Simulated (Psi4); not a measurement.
# WO2F2 (SMILES [O]=[W](=[O])([F])[F]), step by step

Wanted: a series of 10 runs (PBE-D4/def2-SVP, PBE0-D4/def2-TZVP, PBE-D4/def2-TZVPP, r2SCAN-D4/def2-TZVPP, B3LYP-D4/def2-TZVPP, PBE0-D4/def2-TZVPP, wB97M-V/def2-TZVPP, CCSD(T)/def2-TZVPP, and more) of WO2F2. 

The calculation is run with Psi4 1.11.

## 1. Starting point

WO2F2 has 5 atoms, charge 0, and is taken as a singlet. SMILES: `[O]=[W](=[O])([F])[F]`. Geometry: a GFN2-xTB, rattled relaxation, a rough one for these elements and not checked as a minimum. The run starts from this shape.

Bond lengths: O1–W2 1.787 Å, W2–O3 1.693 Å, W2–F4 1.792 Å, W2–F5 1.804 Å. Angles: O1–W2–O3 112.6°, O1–W2–F4 109.1°, O1–W2–F5 109.4°, O3–W2–F4 111.6°, O3–W2–F5 110.1°, F4–W2–F5 103.6°.

## 2. A structure relaxation at PBE-D4/def2-SVP (density fitting, core potential) (run 1)

File input.in:

```
memory 4400 MB

molecule geom {
  0 1
  O     -0.804118    -0.571556     1.504416
  W      0.066006    -0.063443     0.028919
  O      1.609607    -0.749785    -0.083577
  F     -0.934109    -0.451647    -1.406040
  F      0.182585     1.736024    -0.007715
  units angstrom
  symmetry c1
}

set scf_type df
set geom_maxiter 60
set max_force_g_convergence 0.0005

e, wfn = opt('pbe-d4/def2-SVP', return_wfn=True)
```

Run with:

```
$ psi4 -n 2 input.in input.out
```

input.out:

```text
[...]
    !!!  WARNING: ECP capability is in beta. Please check occupations closely.  !!!
[...]
  Running in c1 symmetry.
[...]
  Nuclear repulsion =  221.802940141127124
[...]
  Multiplicity = 1
[...]
  Nalpha       = 24
  Nbeta        = 24
[...]
    Number of basis functions: 88
[...]
   @DF-RKS iter   1:  -415.87106145806086    4.74018e-02   1.76415e-02 DIIS/ADIIS
[...]
    !!!  WARNING: ECP capability is in beta. Please check occupations closely.  !!!
[...]
   @DF-RKS iter   9:  -416.89950228525731   -5.11591e-13   7.84037e-09 DIIS
[...]
  @DF-RKS Final Energy:  -416.89950228525731
   => Energetics <=
    Nuclear Repulsion Energy =            218.5524643231829032
    One-Electron Energy =               -1033.1084740792566663
    Two-Electron Energy =                 442.9872935690219151
    DFT Exchange-Correlation Energy =     -45.3268676329906199
    Empirical Dispersion Energy =          -0.0039184652148655
    VV10 Nonlocal Energy =                  0.0000000000000000
    Total Energy =                       -416.8995022852573129
[...]
  -Total Gradient:
     Atom            X                  Y                   Z
    ------   -----------------  -----------------  -----------------
       1        0.000090882707    -0.000093595124     0.000004189930
       2       -0.000060038006    -0.000006264041     0.000175414806
       3        0.000095729607    -0.000209763531     0.000116494702
       4        0.000141035581    -0.000055759389     0.000248291206
       5       -0.000012449184    -0.000230169126     0.000077296918
[...]
```

Standard output:

```text
Optimizer: Optimization complete!
```

It took 26 s on 2 threads of Intel Xeon Platinum 8375C at 2.90GHz (Ice Lake), shared host; peak memory 0.56 GiB.

The path in brief:

| step | energy from the first frame kept (eV) | largest force (eV/Å) |
| --- | --- | --- |
| 0 | 0.0000 | 4.6045 |
| 1 | -0.3225 | 2.5460 |
| 2 | -0.3899 | 0.5535 |
| 3 | -0.4128 | 0.5514 |
| 4 | -0.4256 | 0.0902 |
| 5 | -0.4284 | 0.0820 |
| 6 | -0.4285 | 0.0150 |

After the run. Bond lengths: O1–W2 1.714 Å, W2–O3 1.715 Å, W2–F4 1.872 Å, W2–F5 1.872 Å. Angles: O1–W2–O3 105.7°, O1–W2–F4 108.4°, O1–W2–F5 108.4°, O3–W2–F4 108.4°, O3–W2–F5 108.5°, F4–W2–F5 116.9°.

## 3. A geometry optimisation at PBE0-D4/def2-TZVP (density fitting, core potential) (run 2)

File f2o2w.inp:

```
memory 4400 mb

molecule {
  0 1
  O     -0.696245    -0.594193     1.458154
  W      0.048625    -0.043162     0.015585
  O      1.589420    -0.794493    -0.027256
  F     -0.951965    -0.663263    -1.439838
  F      0.294904     1.807965     0.146717
  symmetry c1
}

set globals {
  basis def2-TZVP
  reference rks
  scf_type df
  geom_maxiter 50
  max_force_g_convergence 0.0002
}

opt("pbe0-d4")
```

Run with:

```
$ psi4 -n 2 f2o2w.inp f2o2w.out
```

f2o2w.out:

```text
[...]
    !!!  WARNING: ECP capability is in beta. Please check occupations closely.  !!!
[...]
  Running in c1 symmetry.
[...]
  Nuclear repulsion =  218.552505356882392
[...]
  Multiplicity = 1
[...]
  Nalpha       = 24
  Nbeta        = 24
[...]
    Number of basis functions: 164
[...]
   @DF-RKS iter   1:  -416.29072576552443   -4.96920e-01   9.65483e-03 ADIIS/DIIS
[...]
    !!!  WARNING: ECP capability is in beta. Please check occupations closely.  !!!
[...]
   @DF-RKS iter   7:  -417.25171222563108   -2.55795e-12   6.60826e-09 DIIS
[...]
  @DF-RKS Final Energy:  -417.25171222563108
   => Energetics <=
    Nuclear Repulsion Energy =            221.2975166458344916
    One-Electron Energy =               -1038.9950630995331267
    Two-Electron Energy =                 434.9375923279922063
    DFT Exchange-Correlation Energy =     -34.4884355211938356
    Empirical Dispersion Energy =          -0.0033225787309071
    VV10 Nonlocal Energy =                  0.0000000000000000
    Total Energy =                       -417.2517122256310813
[...]
  -Total Gradient:
     Atom            X                  Y                   Z
    ------   -----------------  -----------------  -----------------
       1        0.000121950372    -0.000019118291    -0.000062001053
       2        0.000174704578    -0.000293890655     0.000310497130
       3       -0.000107676915     0.000004116925     0.000085582965
       4        0.000007779648    -0.000108121627     0.000025010243
       5        0.000062985571    -0.000002998373     0.000094039133
[...]
```

On the terminal:

```text
Optimizer: Optimization complete!
```

Wall time 40 s (2 threads of Intel Xeon Platinum 8375C at 2.90GHz (Ice Lake), shared host); peak memory 0.84 GiB.

Steps, from the record of the run:

| step | energy from the first frame kept (eV) | largest force (eV/Å) |
| --- | --- | --- |
| 0 | 0.0000 | 1.5171 |
| 1 | -0.0139 | 1.5247 |
| 2 | -0.0569 | 0.2434 |
| 3 | -0.0584 | 0.0613 |
| 4 | -0.0598 | 0.0451 |
| 5 | -0.0596 | 0.0237 |

After the run. Bond lengths: O1–W2 1.692 Å, W2–O3 1.692 Å, W2–F4 1.849 Å, W2–F5 1.849 Å. Angles: O1–W2–O3 106.8°, O1–W2–F4 109.1°, O1–W2–F5 109.1°, O3–W2–F4 109.1°, O3–W2–F5 109.1°, F4–W2–F5 113.3°.

Run 3 isn't shown in full; the table further down has it.

## 4. A single-point energy at PBE-D4/def2-TZVPP (density fitting, core potential) (run 4)

File input.in:

```
memory 4.4 GB

molecule {
  0 1
  O
  W 1 1.692094
  O 2 1.692091 1 106.79512
  F 2 1.849214 3 109.14496 1 -117.86774
  F 2 1.849208 3 109.14152 1 117.86385
  symmetry c1
}

set scf_type df
set dft_radial_points 99
set dft_spherical_points 590

E = energy('pbe-d4/def2-TZVPP')
print_variables()
```

Run with:

```
$ psi4 -i input.in -o input.out -n 2
```

input.out:

```text
[...]
    !!!  WARNING: ECP capability is in beta. Please check occupations closely.  !!!
[...]
  Running in c1 symmetry.
[...]
  Nuclear repulsion =  221.297500541450972
[...]
  Multiplicity = 1
[...]
  Nalpha       = 24
  Nbeta        = 24
[...]
    Number of basis functions: 180
[...]
   @DF-RKS iter   1:  -416.23723352410627   -1.54045e-01   9.72620e-03 DIIS/ADIIS
[...]
   @DF-RKS iter  13:  -417.35291496421564   -8.23551e-08   1.89009e-07 DIIS
[...]
  @DF-RKS Final Energy:  -417.35291496421564
   => Energetics <=
    Nuclear Repulsion Energy =            221.2975005414509724
    One-Electron Energy =               -1039.2434501111990812
    Two-Electron Energy =                 446.0029079904538776
    DFT Exchange-Correlation Energy =     -45.4059171320116235
    Empirical Dispersion Energy =          -0.0039562529098242
    VV10 Nonlocal Energy =                  0.0000000000000000
    Total Energy =                       -417.3529149642156426
[...]
 Multipole Moments:
 ------------------------------------------------------------------------------------
     Multipole            Electronic (a.u.)      Nuclear  (a.u.)        Total (a.u.)
 ------------------------------------------------------------------------------------
 L = 1.  Multiply by 2.5417464519 to convert [e a0] to [Debye]
 Dipole X            :          0.0008704           -0.0008444            0.0000260
 Dipole Y            :         -0.9338357            1.4566785            0.5228428
 Dipole Z            :         -0.6945922            1.0828893            0.3882971
 Magnitude           :                                                    0.6512597
[...]
```

Wall time 12 s (2 threads of Intel Xeon Platinum 8375C at 2.90GHz (Ice Lake), shared host); peak memory 1.4 GiB.

Runs 5 to 9 aren't shown in full; the table further down has their settings and results.

## 5. A single-point energy at MP2/def2-QZVPP (density fitting, core potential, density fitting for correlation) (run 10)

File calc.in:

```
memory 4400 mb

molecule geom {
  0 1
  O
  W 1 r2
  O 2 r3 1 a3
  F 2 r4 3 a4 1 d4
  F 2 r5 3 a5 1 d5

  r2 = 1.692094
  r3 = 1.692091
  a3 = 106.79512
  r4 = 1.849214
  a4 = 109.14496
  d4 = -117.86774
  r5 = 1.849208
  a5 = 109.14152
  d5 = 117.86385
  symmetry c1
}

set globals {
  basis def2-QZVPP
  scf_type df
  num_frozen_docc 4
}

result = energy("mp2")
```

Run with:

```
$ psi4 -n 2 calc.in calc.out
```

calc.out:

```text
[...]
    !!!  WARNING: ECP capability is in beta. Please check occupations closely.  !!!
[...]
  Running in c1 symmetry.
[...]
  Nuclear repulsion =  221.297500541450972
[...]
  Multiplicity = 1
[...]
  Nalpha       = 24
  Nbeta        = 24
[...]
    Number of basis functions: 309
[...]
   @DF-RHF iter   1:  -414.71499175092873   -1.56296e+00   4.13661e-03 DIIS/ADIIS
[...]
   @DF-RHF iter  16:  -415.34710806003147   -2.06910e-11   5.43255e-09 DIIS
[...]
  @DF-RHF Final Energy:  -415.34710806003147
   => Energetics <=
    Nuclear Repulsion Energy =            221.2975005414509724
    One-Electron Energy =               -1038.1189401814226585
    Two-Electron Energy =                 401.4743315799402126
    Total Energy =                       -415.3471080600314735
[...]
 Multipole Moments:
 ------------------------------------------------------------------------------------
     Multipole            Electronic (a.u.)      Nuclear  (a.u.)        Total (a.u.)
 ------------------------------------------------------------------------------------
 L = 1.  Multiply by 2.5417464519 to convert [e a0] to [Debye]
 Dipole X            :          0.0008910           -0.0008444            0.0000466
 Dipole Y            :         -0.7825545            1.4566785            0.6741240
 Dipole Z            :         -0.5822425            1.0828893            0.5006468
 Magnitude           :                                                    0.8396966
[...]
```

It took 7.8 s on 2 threads of Intel Xeon Platinum 8375C at 2.90GHz (Ice Lake), shared host; peak memory 0.93 GiB.

## 6. All runs side by side

| run | level | geom maxiter | max force g convergence | energy (Eh) | dipole moment (D) | HOMO energy (eV) | LUMO energy (eV) | wall time |
| --- | --- | --- | --- | --- | --- | --- | --- | --- |
| 1 | PBE-D4/def2-SVP (density fitting, core potential) | 60 | 0.0005 | -416.899502 | 1.75 | -8.04 | -3.42 | 26 s |
| 2 | PBE0-D4/def2-TZVP (density fitting, core potential) | 50 | 0.0002 | -417.251712 | 1.69 | -9.82 | -2.62 | 40 s |
| 3 | PBE0-D4/def2-TZVP (density fitting, core potential) | – | – | -417.251712 | 1.69 | – | – | 3 min |
| 4 | PBE-D4/def2-TZVPP (density fitting, core potential) | – | – | -417.352915 | 1.66 | -8.12 | -3.32 | 12 s |
| 5 | r2SCAN-D4/def2-TZVPP (density fitting, core potential) | – | – | -417.524975 | 1.72 | -8.51 | -3.25 | 18 s |
| 6 | B3LYP-D4/def2-TZVPP (density fitting, core potential) | – | – | -417.649273 | 1.72 | -9.54 | -2.85 | 10 s |
| 7 | PBE0-D4/def2-TZVPP (density fitting, core potential) | – | – | -417.261245 | 1.72 | -9.80 | -2.56 | 11 s |
| 8 | wB97M-V/def2-TZVPP (density fitting, core potential) | – | – | -417.438803 | 1.79 | -12.21 | -0.40 | 19 s |
| 9 | CCSD(T)/def2-TZVPP (density fitting, core potential, density fitting for correlation) | – | – | -416.817710 | – | -13.88 | 1.03 | 5.5 min |
| 10 | MP2/def2-QZVPP (density fitting, core potential, density fitting for correlation) | – | – | -416.979044 | – | -13.88 | 0.94 | 7.8 s |

## 7. Outcome

```
                                                           quantity          value
                               run 10, MP2/def2-QZVPP: total energy  -416.97904 Eh
        run 10, MP2/def2-QZVPP: HOMO energy (Hartree–Fock orbitals)      -13.88 eV
        run 10, MP2/def2-QZVPP: LUMO energy (Hartree–Fock orbitals)        0.94 eV
      run 10, MP2/def2-QZVPP: HOMO–LUMO gap (Hartree–Fock orbitals)       14.82 eV
run 10, MP2/def2-QZVPP: correlation energy (4 core orbitals frozen)    -1631.9 mEh
```

Over runs 3, 4, 5, 6, 7, 8 the dipole moment (its size) runs from 1.66 D (PBE-D4/def2-TZVPP) to 1.79 D (wB97M-V/def2-TZVPP). Over runs 4, 5, 6, 7, 8 the HOMO–LUMO gap runs from 4.80 eV (PBE-D4/def2-TZVPP) to 11.81 eV (wB97M-V/def2-TZVPP). Totals of different functionals can't be ranked against each other. All runs together took 11 min, the longest 5.5 min.
